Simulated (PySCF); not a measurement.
# C5H5FO: the cost of one run

Programs: PySCF 2.14.0, with density-fitted response routines of our own. Each step states its level of theory. These are calculated values for one molecule in the gas phase, unless marked as measured. Atoms are numbered from 0 throughout.

### Step 1. The starting structure

12 atoms, charge 0, multiplicity 1; geometry from: GFN2-xTB. The atoms were then displaced at random by about 0.01 Å, so the start is not that level's minimum.

Bonds of the start (Å): F0–C1 1.41, C1–C2 1.48, C2–C3 1.37, C3–O4 1.35, O4–C5 1.36, C5–C6 1.32, C6–C1 1.50, C1–H7 1.08, C2–H8 1.08, C3–H9 1.05, C5–H10 1.07, C6–H11 1.08.

### Step 2. Geometry optimisation at PBE0-D3(BJ)/def2-SVP

Job settings and geometry (Å):

```
{"job": {"xc": "PBE0", "basis": "def2-SVP", "d3": "d3bj", "grid": 1, "shake": 0.01, "kind": "geom"}, "charge": 0, "multiplicity": 1}
F     -1.250700    -0.886180     1.625850
C     -0.911780    -0.661920     0.271470
C      0.464920    -1.165700     0.054110
C      1.519250    -0.341780    -0.242820
O      1.361450     0.981130    -0.463350
C      0.114190     1.508380    -0.332310
C     -0.962350     0.802260    -0.034690
H     -1.639040    -1.234080    -0.290370
H      0.663270    -2.207860     0.239160
H      2.503020    -0.674780    -0.364520
H      0.101000     2.561160    -0.523580
H     -1.923530     1.291100     0.052020
```

The run is started by

```
OMP_NUM_THREADS=1 python probes_run.py task.json out
```

The driver reads the jobs from task.json and runs them one after another.

**Question.** How long does this first job take on 1 thread of Arm Neoverse V1, shared host, and how much memory does it need?

About 66 s, with a peak of 0.53 GiB.
